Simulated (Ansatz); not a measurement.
# H10O3Si4: a dynamics run in two tries

The task is a short trajectory. SMILES of the start: [SiH3]O[SiH](O[SiH3])O[SiH3].

All numbers below are computed with Ansatz 0.2.0 (RKS B3LYP-D4/STO-3G).

## (1) Starting point

Bond lengths (14 of 16 bonds, heavy atoms first): Si1–O2 1.682 Å, O2–Si3 1.692 Å, Si1–O7 1.678 Å, O7–Si8 1.698 Å, Si1–O13 1.677 Å, O13–Si14 1.699 Å, Si3–H4 1.452 Å, Si3–H5 1.445 Å, Si3–H6 1.451 Å, Si8–H9 1.451 Å, Si8–H10 1.445 Å, Si8–H11 1.451 Å, Si1–H12 1.450 Å, Si14–H15 1.450 Å. Angles (14 of 27 angles, heavy atoms first): Si1–O2–Si3 121.3°, O2–Si1–O7 111.7°, O2–Si1–O13 102.8°, O7–Si1–O13 112.0°, Si1–O7–Si8 119.6°, Si1–O13–Si14 118.1°, O2–Si1–H12 114.4°, O7–Si1–H12 105.1°, H12–Si1–O13 111.1°, O2–Si3–H4 111.7°, O2–Si3–H5 106.9°, O2–Si3–H6 111.9°, O7–Si8–H9 112.4°, O7–Si8–H10 106.5°.

Coordinates:

```xyz
17

Si   -0.7634   -0.3376   -0.1645
O    -1.0296   -0.8657    1.4103
Si   -0.7497    0.1486    2.7358
H    -1.5345    1.3673    2.6537
H    -1.1336   -0.5903    3.9173
H     0.6475    0.5267    2.8417
O     0.8320    0.1262   -0.4015
Si    2.0717   -1.0212   -0.2334
H     1.9610   -2.1003   -1.1968
H     3.3148   -0.3176   -0.4529
H     2.0900   -1.6086    1.0936
H    -1.5533    0.8157   -0.5511
O    -1.1685   -1.6822   -1.0812
Si   -1.4347   -3.1508   -0.2707
H    -0.3120   -3.5572    0.5523
H    -2.6314   -3.1377    0.5470
H    -1.6119   -4.1335   -1.3163
```

## (2) First attempt

Input file input.yaml:

```yaml
crystal:
  periodic: [false, false, false]
  atoms:
    - { symbol: Si, position_ang: [-0.763432, -0.337616, -0.164546] }
    - { symbol: O, position_ang: [-1.029622, -0.86574, 1.41034] }
    - { symbol: Si, position_ang: [-0.749745, 0.148559, 2.735849] }
    - { symbol: H, position_ang: [-1.534509, 1.367288, 2.653727] }
    - { symbol: H, position_ang: [-1.133565, -0.590255, 3.91729] }
    - { symbol: H, position_ang: [0.647454, 0.526661, 2.841688] }
    - { symbol: O, position_ang: [0.831978, 0.126211, -0.401527] }
    - { symbol: Si, position_ang: [2.071733, -1.021154, -0.23344] }
    - { symbol: H, position_ang: [1.961019, -2.100253, -1.196764] }
    - { symbol: H, position_ang: [3.314777, -0.317627, -0.452869] }
    - { symbol: H, position_ang: [2.090005, -1.60865, 1.09364] }
    - { symbol: H, position_ang: [-1.553337, 0.815695, -0.551091] }
    - { symbol: O, position_ang: [-1.168493, -1.68215, -1.081247] }
    - { symbol: Si, position_ang: [-1.434747, -3.150841, -0.270706] }
    - { symbol: H, position_ang: [-0.311963, -3.557245, 0.552337] }
    - { symbol: H, position_ang: [-2.631371, -3.137656, 0.547012] }
    - { symbol: H, position_ang: [-1.611883, -4.133525, -1.316291] }
basis:
  gaussian: { orbitals: STO-3G }
hamiltonian:
  xc: b3lyp
  dispersion: d4
md:
  timestep: 0.5
  n_steps: 25
  ensemble: nvt_langevin
  temperature: 500.0
  initial_velocities: maxwell_boltzmann
  seed: 76090
  temperature_schedule: [{ n_steps: 500, end_temperature: 100.0 }]
```

Command:

```bash
> ansatz run input.yaml --threads 1 --pin off --max-ram 2048MiB --backend cpu --events-out ev --progress --plain --runs-dir out
```

Q: Predict the outcome of this session. Wanted: first try.

The runs gave:

| quantity | value |
| --- | --- |
| first try | refused |
| cause | the schedule's stages add up to more steps than the run has |

**Reading.** The fault in the first input was caught at the input check and cost nothing.
